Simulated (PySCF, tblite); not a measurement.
# C8H5 radical: geometry, infrared bands and EPR parameters

Aim: predict the infrared bands and EPR parameters of C8H5 radical (`C#Cc1c[c]ccc1`).

The runs use tblite 0.8.0 and PySCF 2.14.0, with density-fitted response routines of our own; the level of theory stands in each step. All values are computed, except where a source is named. Atoms count from 0, in the outputs and in this text.

## 1. Starting geometry

13 atoms, charge 0, multiplicity 2; geometry from: force field or distance geometry start.

Bonds of the start (Å): C0–C1 1.21, C1–C2 1.43, C2–C3 1.38, C3–C4 1.40, C4–C5 1.40, C5–C6 1.40, C6–C7 1.40, C7–C2 1.40, C0–H8 1.06, C3–H9 1.09, C5–H10 1.09, C6–H11 1.09, C7–H12 1.08.

## 2. Geometry optimisation with GFN2-xTB

Job settings and geometry (Å):

```
{"job": {"kind": "relax", "xc": "GFN2-xTB", "basis": "xTB"}, "charge": 0, "multiplicity": 2}
C      2.661000     1.640200    -0.758600
C      1.671700     1.036900    -0.425600
C      0.523200     0.301300    -0.004900
C      0.291000     0.049700     1.336200
C     -0.842600    -0.668400     1.747000
C     -1.759300    -1.115200     0.784400
C     -1.535600    -0.851300    -0.569400
C     -0.395400    -0.139600    -0.959400
H      3.523000     2.181500    -1.059500
H      0.988900     0.382800     2.105000
H     -2.636900    -1.667900     1.104300
H     -2.251700    -1.206600    -1.307500
H     -0.241700     0.057100    -2.009700
```

Launch:

```bash
> OMP_NUM_THREADS=1 python probes_run.py task.json out
```

The driver reads the jobs from task.json and runs them one after another.

**Question.** This job is followed by: GFN2-xTB harmonic vibrations, gas phase; UKS B3LYP, pcH-1 on C H, non-relativistic, mean-field spin-orbit, GIAO. What will the session give for the following? strongest single infrared mode (GFN2-xTB); zero-point energy (GFN2-xTB); g(iso) (B3LYP); ⟨S²⟩; largest a(iso); potential on the surface of density 0.002 e/bohr³, 1st and 99th percentile.

**Answer**, as computed:

```
                                                                  quantity                 value
                                 strongest single infrared mode (GFN2-xTB)  3078 cm⁻¹, 33 km/mol
                                              zero-point energy (GFN2-xTB)         58.3 kcal/mol
                                                            g(iso) (B3LYP)               2.00224
                                                                      ⟨S²⟩    0.757 (exact 0.75)
                                                            largest a(iso)  13C on C4, 402.7 MHz
potential on the surface of density 0.002 e/bohr³, 1st and 99th percentile    -0.71 V and 1.45 V
```

What this shows: Over 27 steps the energy fell by 0.152 eV; of the close pairs, C3–C4 changed most, 1.403 to 1.358 Å. No mode is imaginary among the 33: a minimum at this level. GFN2-xTB is a fitted tight-binding method: band positions and strengths are rough. Its intensities can rank the bands wrongly. Most of the unpaired spin sits on C4 (1.00 e). The isotropic g lies 0.1 ppt below the free-electron value. The conformer search found further structures of the same energy, which may be mirror or relabelled copies of this one.
